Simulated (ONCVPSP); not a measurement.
**Te: generating and testing an ONCV potential**

Do these settings give a usable potential? It is generated, then checked for transferability, scattering, ghosts and hardness.

The numbers are computed with ONCVPSP 4.0.1.1 (patched build) (LDA (Perdew-Wang 92), scalar-relativistic, spin-unpolarised reference atom).

**1. The design**

The settings as typed:

| Property | Result |
| --- | --- |
| element | tellurium (Te, Z = 52) |
| type | optimised norm-conserving Vanderbilt (ONCV) |
| frozen core | [Kr] |
| valence charge | 16 |
| reference configuration | 4d10 5s2 5p2 (charge +2) |
| partial waves | 5s: rc 1.75 bohr, ncon 4, nbas 8, qcut 3.4 1/bohr, 3 projectors, debl 2.5 Ha; 5p: rc 2.05 bohr, ncon 4, nbas 7, qcut 4.1 1/bohr, 2 projectors, debl 3.3 Ha; 4d: rc 1.55 bohr, ncon 4, nbas 9, qcut 7.9 1/bohr, 2 projectors, debl 3.1 Ha; f scattering state at 0.11 Ha: rc 2.25 bohr, ncon 4, nbas 9, qcut 4.9 1/bohr, 2 projectors, debl 4 Ha |
| local potential | polynomial inside 1.00 bohr (lpopt 2, dvloc0 0 Ha) |
| core correction | Teter function fitted to the true core (icmod 2), fcfact 0.65 |

An earlier all-electron run gives the scale for the radii.

All-electron outer shells of the reference configuration (LDA (PZ), scalar-relativistic, ld1.x):

```
shell  level (eV)  outermost node (bohr)  outermost maximum (bohr)
   4s     -183.49                   0.38                      0.70
   4p     -133.67                   0.38                      0.74
   4d      -61.08                   0.36                      0.81
   5s      -33.07                   0.91                      1.75
   5p      -22.59                   0.99                      2.04
```

**2. The generation run**

The input, Te.dat:

```
# ATOM AND REFERENCE CONFIGURATION
# atsym  z   nc   nv     iexc    psfile
  Te 52.00    8    3  -001012      upf
#
#   n    l    f
    1    0    2.00
    2    0    2.00
    2    1    6.00
    3    0    2.00
    3    1    6.00
    3    2   10.00
    4    0    2.00
    4    1    6.00
    4    2   10.00
    5    0    2.00
    5    1    2.00
#
# PSEUDOPOTENTIAL AND OPTIMIZATION
# lmax
    3
#
#   l,   rc,      ep,       ncon, nbas, qcut
    0    1.75    0.00    4    8    3.40
    1    2.05    0.00    4    7    4.10
    2    1.55    0.00    4    9    7.90
    3    2.25    0.11    4    9    4.90
#
# LOCAL POTENTIAL
# lloc, lpopt,  rc(5),   dvloc0
    4    2    1.00    0.00
#
# VANDERBILT-KLEINMAN-BYLANDER PROJECTORs
# l, nproj, debl
    0    3    2.50
    1    2    3.30
    2    2    3.10
    3    2    4.00
#
# MODEL CORE CHARGE
# icmod, fcfact, rcfact
    2    0.65    1.15
#
# LOG DERIVATIVE ANALYSIS
# epsh1, epsh2, depsh
   -4.00    5.00    0.02
#
# OUTPUT GRID
# rlmax, drl
    6.00    0.01
#
# TEST CONFIGURATIONS
# ncnf
    4
# nvcnf
#   n    l    f
    3
    4    2   10.00
    5    0    2.00
    5    1    4.00
#
    3
    4    2   10.00
    5    0    2.00
    5    1    3.00
#
    3
    4    2   10.00
    5    0    2.00
    5    1    1.00
#
    3
    4    2    9.00
    5    0    2.00
    5    1    4.00
#
```

On the command line:

```console
$ oncvpsp.x < Te.dat > Te.out
```

Q: Predict the outcome of this session. Wanted: cutoffs for 1 and 0.1 mHa per electron, occupied waves; bound ghosts; GHOST(+) flags; largest test error; largest phase difference near zero energy, channels read; rms error of d²Exc/dn², without and with the model core.

As calculated:

```
                                                quantity                                                                          value
  cutoffs for 1 and 0.1 mHa per electron, occupied waves                                                               31 Ha and 115 Ha
                                            bound ghosts                                                                  f at -3.64 eV
                                          GHOST(+) flags  s at 78 eV, s at 929 eV, p at 76 eV (1 near or above the test basis's cutoff)
                            largest test error (AE − PS)                                                      -259 meV, for 4d9 5s2 5p4
largest phase difference near zero energy, channels read                                                                      3.151 rad
 rms error of d²Exc/dn², without and with the model core                                                              5.31 and 0.99 mHa
```

What this shows: It has a bound ghost (f), a state that the atom doesn't have, and that rules the file out. The worst unpolarised test, 4d9 5s2 5p4, is off by 259 meV on 21.2 eV; by total energies transferability rates as poor. The potential is of middling hardness: the looser tolerance needs 31 Ha. The tighter tolerance needs 115 Ha, and converged work needs a cutoff nearer that. At the looser tolerance the 4d wave is the slowest; 5s needs 20 Ha. That counts occupied waves only; other projectors can need more. Of the channels read, f scatters worst near zero energy, by up to 3.15 rad. A step near π is an extra or missing state, not a misfit of shape. The pseudo curves have a pole with no partner nearby in the atom's: f at -0.13 Ha. The program also flags highly localised states, GHOST(+) (s, p). All of this concerns the isolated atom, not yet a solid.
